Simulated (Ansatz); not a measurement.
# WH (sextet): the correlation ladder at distance W1–H2 = 2.320 Å, def2-SVP

Aim: climb from Hartree-Fock through coupled cluster and multireference methods for WH (sextet) at one geometry and basis, and see what each rung misses.

Program: Ansatz 0.2.0, Gaussian basis. Level of theory: def2-SVP, core rule «outside noble gas», up to 4 orbitals frozen. These are calculated values, not measurements.

Plan: UHF; CCSD(T) on ROHF; CCSD(T) on UHF; CISD; CCSDT(Q) on ROHF; CCSDT(Q) on UHF; CASSCF and MRCISD+Q, 7 electrons in 7 orbitals; CASSCF and NEVPT2, 7 electrons in 7 orbitals; Full CI.

14 further runs of the same task are left out: 2 for a known fault of the program, 10 that didn't finish, 2 set aside as unsound or not needed.

## (1) What is computed

The geometry derives from a PBE0/def2-TZVP stationary point (not a proven minimum). One bond is set to the value named and the two fragments are kept rigid. No spin-orbit coupling is included. Elements past krypton take def2 core potentials.

2 atoms, charge 0, spin multiplicity 6.

Atoms are counted from 1 here; the program's logs count them from 0.

Bond lengths: W1–H2 2.320 Å.

## (2) UHF

in.yaml reads:

```yaml
crystal:
  periodic: [false, false, false]
  atoms:
    - {symbol: W, position_ang: [0.000000, 0.000000, 0.000000]}
    - {symbol: H, position_ang: [0.000000, 0.000000, 2.320000]}
basis:
  gaussian: {orbitals: def2-SVP}
magnetization: {spin_polarized: true, initial_magnetization: 5}
hamiltonian: {xc: hf}
output: {orbitals: {seedname: orbitals}}
```

Run with:

```sh
ansatz run in.yaml --threads 1 --pin off --events-out ev --progress --plain --max-ram 2393MiB
```

After this run come: CCSD(T) on ROHF; CCSD(T) on UHF; CISD; CCSDT(Q) on ROHF; CCSDT(Q) on UHF; CASSCF and MRCISD+Q, 7 electrons in 7 orbitals; CASSCF and NEVPT2, 7 electrons in 7 orbitals; Full CI.

**Question.** What will the summary of the whole plan be? Wanted: FCI below the RHF energy; RMP2 from FCI; RCCSD from FCI; RCCSD(T) from FCI; RCCSDT(Q) from FCI; NEVPT2 valence from FCI; MRCISD+Q valence from FCI; T1 diagnostic; effectively unpaired electrons.

As calculated:

| quantity | value |
| --- | --- |
| FCI below the RHF energy | -2.7538 eV |
| RMP2 from FCI | +71.0 kJ/mol |
| RCCSD from FCI | +10.1 kJ/mol |
| RCCSD(T) from FCI | +2.0 kJ/mol |
| RCCSDT(Q) from FCI | -0.3 kJ/mol |
| NEVPT2 valence from FCI | +56.0 kJ/mol |
| MRCISD+Q valence from FCI | 0.0 kJ/mol |
| levels within 1 kcal/mol (43 meV) | RCCSD(T), RCCSDT, RCCSDT(Q), MRCISD+Q valence |
| T1 diagnostic | 0.072 |
| effectively unpaired electrons | 5.13 |

**Reading.** RCCSD(T) lands +2.0 kJ/mol from the yardstick (0.8 % of the correlation energy). RCCSDT(Q) falls below full CI, which methods that aren't variational can do. The occupations are near whole numbers, but T1 = 0.072 shows that the orbitals relax strongly. Of the multireference levels listed MRCISD+Q valence comes nearest in total energy (0.0 kJ/mol), which doesn't show that its space is the better one. These misses are within one basis, not against nature.
